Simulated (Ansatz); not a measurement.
# F2H4O2Si2: one species, many methods

An exercise on one series of results from a longer session: the logs are not shown, and one member is left open.

The runs use Ansatz 0.2.0, Gaussian basis; functionals in def2-TZVPP, the program's frozen cores in correlated methods.

The runs, in order: LDA (SPW92), PBE-D4, revPBE-D4, BLYP-D4, r2SCAN-D4, B97M-V, PBE0-D4, B3LYP-D4, r2SCANh-D4, r2SCAN0-D4, HSE06-D4, BHLYP-D4, CAM-B3LYP-D4, LC-ωPBE, ωB97X-V, ωB97M-V, B2PLYP, PBE-QIDH; CCSD(T)/def2-SVP; CCSD(T)/def2-TZVPP; MP2/def2-QZVPP; extrapolation to the limit; RPA on PBE.

## Structure used throughout

The geometry comes from an earlier relaxation with PBE0-D4 in a triple-zeta def2 set; it is a stationary point, not always the lowest conformer.

SMILES `O[Si](O)(F)[SiH2]F`, 10 atoms, charge 0, spin multiplicity 1.

Atoms are counted from 1 here; the program's logs count them from 0.

Bond lengths: O1–Si2 1.634 Å, O1–H7 0.959 Å, Si2–O3 1.624 Å, Si2–F4 1.600 Å, Si2–Si5 2.342 Å, O3–H8 0.960 Å, Si5–F6 1.609 Å, Si5–H9 1.485 Å, Si5–H10 1.485 Å. Angles: Si2–O1–H7 118.5°, O1–Si2–O3 108.2°, O1–Si2–F4 107.3°, O1–Si2–Si5 114.8°, O3–Si2–F4 111.3°, O3–Si2–Si5 106.6°, F4–Si2–Si5 108.7°, Si2–O3–H8 119.3°, Si2–Si5–F6 108.0°, Si2–Si5–H9 112.2°, Si2–Si5–H10 111.1°, F6–Si5–H9 108.0°, F6–Si5–H10 107.8°, H9–Si5–H10 109.5°.

The first run:

Contents of in.yaml:

```yaml
crystal:
  periodic: [false, false, false]
  atoms:
    - {symbol: O, position_ang: [1.002998, -1.674180, -0.099102]}
    - {symbol: Si, position_ang: [0.288242, -0.368287, 0.573579]}
    - {symbol: O, position_ang: [-0.970899, -0.879281, 1.462050]}
    - {symbol: F, position_ang: [1.384763, 0.357303, 1.484632]}
    - {symbol: Si, position_ang: [-0.562060, 1.185323, -0.958300]}
    - {symbol: F, position_ang: [0.637749, 1.628756, -1.933759]}
    - {symbol: H, position_ang: [1.907464, -1.593577, -0.406491]}
    - {symbol: H, position_ang: [-0.890002, -1.691529, 1.966502]}
    - {symbol: H, position_ang: [-1.086191, 2.403406, -0.290942]}
    - {symbol: H, position_ang: [-1.628964, 0.580966, -1.795270]}
basis:
  gaussian: {orbitals: def2-TZVPP}
hamiltonian: {xc: lda}
output: {orbitals: {seedname: orbitals}}
```

Command:

```bash
> ansatz run in.yaml --threads 4 --pin off --events-out ev --progress --plain --max-ram 10444MiB
```

Among the steps run: LDA; PBE-D4 (GGA); revPBE-D4 (GGA); BLYP-D4 (GGA); r2SCAN-D4 (meta-GGA); B97M-V (meta-GGA); PBE0-D4 (hybrid); B3LYP-D4 (hybrid); r2SCANh-D4 (hybrid); r2SCAN0-D4 (hybrid); HSE06-D4 (hybrid); BHLYP-D4 (hybrid); CAM-B3LYP-D4 (range-separated); LC-ωPBE (range-separated); ωB97X-V (range-separated); ωB97M-V (range-separated); B2PLYP (double hybrid); PBE-QIDH (double hybrid).

One of the session's tables, all rows but one given; the rest of the session is left out.

It belongs to the step «Orbital energies across the functionals». 

```
  functional  HOMO (eV)  gap (eV)
 LDA (SPW92)      -7.24      5.38
      PBE-D4      -7.11      5.53
   revPBE-D4      -7.05      5.59
     BLYP-D4      -7.02      5.59
   r2SCAN-D4      -7.42      6.17
      B97M-V      -7.50      6.04
     PBE0-D4      -8.46      7.74
    B3LYP-D4      -8.26      7.35
  r2SCANh-D4          ?         ?
  r2SCAN0-D4      -8.66      8.14
    HSE06-D4      -8.05      6.96
    BHLYP-D4      -9.74      9.93
CAM-B3LYP-D4      -9.83     10.15
     LC-ωPBE     -11.11     12.63
     ωB97X-V     -10.79     12.17
     ωB97M-V     -10.56     11.62
```

**Question.** Estimate the row for r2SCANh-D4.

Worked estimate for «HOMO (eV)». Against the share of exact exchange, r2SCAN-D4 (0, -7.42), r2SCAN0-D4 (0.25, -8.66) give a slope of -4.96 per unit share; at 0.1 the line stands at -7.92.

As computed: HOMO (eV): -7.91; gap (eV): 6.96. In «HOMO (eV)» the line misses by -0.01.
